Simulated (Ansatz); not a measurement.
# CH₃ClFIn: basis-set convergence

Aim: see how fast density functionals converge with the basis set for CH₃ClFIn.

Program: Ansatz 0.2.0, Gaussian basis. Level of theory: one geometry, several basis sets. These are calculated values, not measurements.

The runs, in order: PBE0-D4/def2-SVP; ωB97M-V/def2-SVP; PBE0-D4/def2-QZVPP; ωB97M-V/def2-QZVPP; the functionals' def2-TZVPP values are taken from earlier runs.

### 1 The geometry

The geometry comes from an earlier relaxation with PBE0-D4 in a triple-zeta def2 set; it is a stationary point, not always the lowest conformer. In takes the def2 core potential; no spin-orbit term is included.

SMILES `[CH3][In]([F])[Cl]`, 7 atoms, charge 0, spin multiplicity 1.

Atoms are counted from 1 here; the program's logs count them from 0.

Bond lengths: C1–In2 2.122 Å, C1–H5 1.089 Å, C1–H6 1.090 Å, C1–H7 1.088 Å, In2–F3 1.947 Å, In2–Cl4 2.316 Å. Angles: In2–C1–H5 109.1°, In2–C1–H6 108.9°, In2–C1–H7 109.1°, H5–C1–H6 109.2°, H5–C1–H7 110.4°, H6–C1–H7 110.2°, C1–In2–F3 121.8°, C1–In2–Cl4 129.4°, F3–In2–Cl4 108.8°.

### 2 PBE0-D4 in def2-SVP

in.yaml reads:

```yaml
crystal:
  periodic: [false, false, false]
  atoms:
    - {symbol: C, position_ang: [-0.390809, 0.951389, 0.427339]}
    - {symbol: In, position_ang: [0.391030, -0.846145, -0.384265]}
    - {symbol: F, position_ang: [2.306029, -1.125518, -0.600488]}
    - {symbol: Cl, position_ang: [-0.728435, -2.728694, -1.135530]}
    - {symbol: H, position_ang: [-1.112888, 1.372958, -0.270776]}
    - {symbol: H, position_ang: [-0.891256, 0.725651, 1.368472]}
    - {symbol: H, position_ang: [0.426319, 1.650359, 0.595248]}
basis:
  gaussian: {orbitals: def2-SVP}
hamiltonian: {xc: pbe0, dispersion: d4}
output: {orbitals: {seedname: orbitals}}
```

After this run come: ωB97M-V in def2-SVP; PBE0-D4 in def2-QZVPP; ωB97M-V in def2-QZVPP.

Before running them: what should the planned runs give, taken together? Wanted: PBE0-D4: double and triple zeta above quadruple; ωB97M-V: double and triple zeta above quadruple.

The runs gave:

| quantity | value |
| --- | --- |
| PBE0-D4: double and triple zeta above quadruple | 9.98, 0.64 eV |
| ωB97M-V: double and triple zeta above quadruple | 10.07, 0.62 eV |

For PBE0-D4 the step from double to triple zeta gains 9.34 eV and the next only 0.64 eV. These are total energies; as a rule much of such shifts cancels in differences, which this series doesn't test.
